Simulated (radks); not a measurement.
# Valence configurations of Yb³⁺

An exercise on one series of results from a longer session: the logs are not shown, and one member is left open.

The numbers are computed with radks (a radial shooting solver on a logarithmic mesh, Libxc functionals) version 1 (scalar-relativistic Kohn-Sham, LDA (Slater exchange, Perdew-Wang correlation), spin-polarised, spherical densities, point nucleus; open shells are filled with parallel spins first), except any that are marked as measured or tabulated.

**The atom as given**

- element: ytterbium (Z = 70)
- charge: +3
- electrons: 67
- configuration: [Xe] 4f13
- others tried: 4f12 6p1; 4f11 5d1 6p1; 4f12 5d1; 4f12 6s1; 4f11 6s2; 4f11 6s1 6p1; 4f12.5 6p0.5

The outer shells:

Yb³⁺
```
[Xe] core
4f [↑↓][↑↓][↑↓][↑↓][↑↓][↑↓][↑ ]
```

The first run:

Settings of this run:

```text
Z 70
configuration [Xe] 4f13
relativity scalar-relativistic
functional lda,pw
spin polarised
nucleus point
c 137.035999084
```

Among the steps run: [Xe] 4f13.

One table of the session follows, with a row left open; its other results are not shown here.

It belongs to the step «[Xe] 4f13». Sizes of the orbitals, from the radial functions (bohr):

| level | <r> | outermost maximum (interpolated) | 90 % within | nodes |
| --- | --- | --- | --- | --- |
| 4d up | 0.5588 | 0.491 | 0.840 | 1 |
| 4d down | 0.5590 | 0.491 | 0.841 | 1 |
| 5s up | 1.184 | 1.06 | 1.71 | 4 |
| 5s down | 1.186 | 1.06 | 1.71 | 4 |
| 5p up | 1.388 | 1.21 | 2.03 | 3 |
| 5p down | 1.392 | 1.21 | 2.04 | 3 |
| 4f up | ? | ? | ? | ? |
| 4f down | 0.7340 | 0.480 | 1.26 | 0 |

**Question.** Estimate the row for 4f up.

**Answer.** <r>: 0.7297; outermost maximum (interpolated): 0.479; 90 % within: 1.25; nodes: 0. In the column «<r>» it lies between 4d down (0.5590) and 4f down (0.7340).
